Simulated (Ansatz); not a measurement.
# YSn3: properties at the relaxed cell

An exercise on one series of results from a longer session: the logs are not shown, and one member is left open.

Program: Ansatz 0.2.0. Level of theory: DFT PBEsol, scalar-relativistic, plane waves, PAW. These are calculated values, not measurements.

1 further run of the same task is left out (set aside as unsound or not needed).

## The starting structure

Symmetry: Pm-3m, No. 221, cubic system. Conventional cell: a = 4.647 Å, b = 4.647 Å, c = 4.647 Å, α = 90.00°, β = 90.00°, γ = 90.00°. Y (site symmetry m-3m) has 12 Sn at 3.29 Å as nearest neighbours. Around Sn (site symmetry 4/mmm) lie 4 Y at 3.29 Å and 8 Sn at 3.29 Å.

Coordinates:

```cif
data_structure
_symmetry_space_group_name_H-M 'P 1'
_symmetry_Int_Tables_number 1
_cell_length_a 4.6471
_cell_length_b 4.6471
_cell_length_c 4.6471
_cell_angle_alpha 90.000
_cell_angle_beta 90.000
_cell_angle_gamma 90.000
_cell_volume 100.36
loop_
_atom_site_label
_atom_site_type_symbol
_atom_site_fract_x
_atom_site_fract_y
_atom_site_fract_z
_atom_site_occupancy
Y1 Y 0.00000 0.00000 0.00000 1
Sn1 Sn 0.00000 0.50000 0.50000 1
Sn2 Sn 0.50000 0.00000 0.50000 1
Sn3 Sn 0.50000 0.50000 0.00000 1
```

This cell was relaxed beforehand with the same method: volume 25.09 Å³/atom, gap on the mesh none (metal).

Set-up of the first run:

input.yaml

```yaml
crystal:
  lattice:
    - [4.6471340281, 0.0, 0.0]
    - [0.0, 4.6471340281, 0.0]
    - [0.0, 0.0, 4.6471340281]
  atoms:
    - { symbol: "Y", position: [0.0, 0.0, 0.0] }
    - { symbol: Sn, position: [0.0, 0.5, 0.5] }
    - { symbol: Sn, position: [0.5, 0.0, 0.5] }
    - { symbol: Sn, position: [0.5, 0.5, 0.0] }
basis:
  ecutwfc: 420
kpoints:
  mp_grid: { grid: [10, 10, 10] }
  band_path:
    path:
      - [[0.0, 0.0, 0.0], [0.0, 0.5, 0.0], [0.5, 0.5, 0.0], [0.0, 0.0, 0.0], [0.5, 0.5, 0.5], [0.0, 0.5, 0.0]]
      - [[0.5, 0.5, 0.5], [0.5, 0.5, 0.0]]
    npoints: 14
hamiltonian:
  xc: pbesol
scf:
  occupations: { method: gaussian, width: 0.1 }
  n_extra_bands: 10
output:
  forces: true
  stress: true
  eigenvalues: true
  populations: true
  dos: { projected: true, de: 0.02, nscf_kmesh: { grid: [15, 15, 15] } }
  bader: true
  write_density: true
  write_potential: true
  elf: true
  volumetric_format: npy
```

The run is started by

```sh
$ ansatz run input.yaml --threads 1 --pin off --max-ram 2560MiB --backend cpu --events-out ev --progress --plain --runs-dir out
```

Among the steps run: Static run: bands, density of states and charges; The cell as listed, for comparison; The cell scaled to 0.97 of its volume; Point at V/V0 = 1.03; Point at V/V0 = 0.94; Point at V/V0 = 1.06; The cell scaled to 0.91 of its volume; The cell scaled to 1.10 of its volume; Volume × 0.88.

One table of the session follows, with a row left open; its other results are not shown here.

It belongs to the step «Fit of the equation of state». 

```
volume (Å³/atom)  energy above the lowest point (meV/atom)  pressure (GPa)
          22.079                                      91.3           10.96
          22.832                                      48.2            7.49
          23.584                                      20.1            4.56
          24.337                                       4.7            2.08
          25.090                                       0.0           -0.01
          25.842                                       4.3           -1.79
          26.595                                         ?               ?
          27.599                                      42.4           -4.99
```

**Question.** Estimate the row for volume (Å³/atom) = 26.595.

Worked estimate for «energy above the lowest point (meV/atom)». A straight line through the neighbours (25.842, 4.3) and (27.599, 42.4) gives 4.3 + (42.4 − 4.3) × (26.595 − 25.842) / (27.599 − 25.842) = 20.6; a parabola fitted to 3 rows on both sides gives 15.8.

**Answer.** energy above the lowest point (meV/atom): 16.3; pressure (GPa): -3.31. In «energy above the lowest point (meV/atom)» the line misses by +4.3 and the parabola by -0.5.
